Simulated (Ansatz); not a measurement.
# Re: pressure up to the limit of the methods

Aim: compress Re (sc type) step by step, far beyond the usual range, and follow pressure and electronic structure. Methods of the runs shown: PAW. Its runs: cell relaxed at zero pressure (PAW); volume scaled by 1 (PAW); volume scaled by 0.92 (PAW); volume scaled by 0.84 (PAW); volume scaled by 0.76 (PAW); volume scaled by 0.68 (PAW); volume scaled by 0.6 (PAW); volume scaled by 0.52 (PAW); volume scaled by 0.45 (PAW and PAW (source ansatz)).

Method: DFT PBEsol, with the methods named in each step, in Ansatz 0.2.0.

**1. The structure to begin with**

Symmetry: Pm-3m, No. 221, cubic system. Conventional cell: a = 2.505 Å, b = 2.505 Å, c = 2.505 Å, α = 90.00°, β = 90.00°, γ = 90.00°. Around Re (site symmetry m-3m) lie 6 Re at 2.51 Å.

Coordinates:

```cif
data_structure
_symmetry_space_group_name_H-M 'P 1'
_symmetry_Int_Tables_number 1
_cell_length_a 2.5051
_cell_length_b 2.5051
_cell_length_c 2.5051
_cell_angle_alpha 90.000
_cell_angle_beta 90.000
_cell_angle_gamma 90.000
_cell_volume 15.72
loop_
_atom_site_label
_atom_site_type_symbol
_atom_site_fract_x
_atom_site_fract_y
_atom_site_fract_z
_atom_site_occupancy
Re1 Re 0.00000 0.00000 0.00000 1
```

Whether this phase is the stable one at these pressures isn't tested.

**2. Cell relaxed at zero pressure, PAW**

Contents of input.yaml:

```yaml
crystal:
  lattice:
    - [2.5050819293, 0.0, 0.0]
    - [0.0, 2.5050819293, 0.0]
    - [0.0, 0.0, 2.5050819293]
  atoms:
    - { symbol: Re, position: [0.0, 0.0, 0.0] }
kpoints:
  mp_grid: { grid: [15, 15, 15] }
scf:
  occupations: { method: fermi_dirac, width: 0.1 }
hamiltonian:
  xc: pbesol
  pseudopotentials: { kind: paw }
output:
  forces: true
  stress: true
relax:
  f_tol: 0.005
  max_steps: 40
  cell: {}
```

The run is started by

```sh
$ ansatz run input.yaml --threads 1 --pin off --max-ram 2048MiB --backend cpu --events-out ev --progress --plain --runs-dir out
```

Further steps of the session: Volume scaled by 1, PAW; Volume scaled by 0.92, PAW; Volume scaled by 0.84, PAW; Volume scaled by 0.76, PAW; Volume scaled by 0.68, PAW; Volume scaled by 0.6, PAW; Volume scaled by 0.52, PAW; Volume scaled by 0.45, PAW; Volume scaled by 0.45, PAW (source ansatz).

**Question.** What will these runs give? Wanted: PAW pressure at 0.45 of the volume; fitted bulk modulus at zero pressure.

As calculated:

| quantity | value |
| --- | --- |
| PAW pressure at 0.45 of the volume | 1230.3 GPa |
| fitted bulk modulus at zero pressure (PAW) | 287 GPa |
| its pressure derivative | 4.15 |

**Reading.** By PAW the pressure climbs to 1230 GPa at 0.45 of the first volume. One third-order Birch-Murnaghan curve follows these points (B₀ = 287 GPa, B′ = 4.15, misfit at most 2.16 GPa). A fit over so wide a range leans to the high pressures, so B₀ can be off by several per cent. No all-electron run checks these rows here, and frozen cores can fail under such compression. The ions are at rest, and the electrons smeared by 0.1 eV. Spin-orbit coupling is left out, though the cell holds Re; in elements this heavy it can shift bands and gaps by tenths of an eV.

At pressures up to 1230 GPa the PAW spheres may overlap and frozen cores may not hold, so those PAW values are rough without an all-electron check.
